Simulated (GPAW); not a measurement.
Crystal: BeCr3.

```
Cr Be
1.0
     3.51121    0.00000    0.00000
     0.00000    3.51121    0.00000
     0.00000    0.00000    3.51121
Cr Be
3 1
Direct
  0.50000 0.50000 0.00000
  0.50000 0.00000 0.50000
  0.00000 0.50000 0.50000
  0.00000 0.00000 0.00000
```

The cell comes from a database or a generator and needn't be the stable form of this composition.

```yaml
Program: GPAW 26.7.0
Task: relaxation of cell and atoms
Functional: PBEsol
Potentials_or_basis: PAW data sets generated in the run's folder for this functional
Cutoff: 800 eV
Basis: pw
k_mesh: 6 × 6 × 6
Occupations: fermi-dirac, width 0.05 eV
Spin: collinear spin, ferromagnetic start
Starting_moments: "[3.0, 3.0, 3.0, 0.0] μB"
Hubbard_terms: Cr d U = 6 eV
```

At the start: pressure 81.6 GPa; volume 10.82 Å³/atom.

Q: Where does the relaxation end?

A: Over 7 steps the energy falls by 1228.1 meV/atom and the volume is 17.98 Å³/atom (+66.1 %); space group Pm-3m (No. 221, to 0.05 Å); moment 14.21 μB per cell.

The path:
| step | energy change (eV) | largest force (eV/Å) | pressure (GPa) | volume (Å³) |
| --- | --- | --- | --- | --- |
| 1 | 0.0000 | 0.0000 | 81.64 | 43.29 |
| 2 | -1.2165 | 0.0000 | 65.48 | 45.92 |
| 3 | -3.4448 | 0.0000 | 32.78 | 53.36 |
| 4 | -4.5921 | 0.0000 | 11.42 | 61.99 |
| 5 | -4.8805 | 0.0000 | 2.78 | 68.65 |
| 6 | -4.9106 | 0.0000 | 0.51 | 71.29 |
| 7 | -4.9125 | 0.0000 | 0.04 | 71.91 |

Final structure:
```
Cr Be
1.0
     4.15851    0.00000    0.00000
     0.00000    4.15851    0.00000
     0.00000    0.00000    4.15851
Cr Be
3 1
Direct
  0.50000 0.50000 0.00000
  0.50000 0.00000 0.50000
  0.00000 0.50000 0.50000
  0.00000 0.00000 0.00000
```

Caveat: each step starts from the last one's moments, so a moment once lost doesn't come back; later steps reuse the first step's grids; the electronic state changed during the relaxation; the volume moved by over 15 % at a fixed basis, so the end points are rough; the U is typed as a test and isn't derived for this compound.
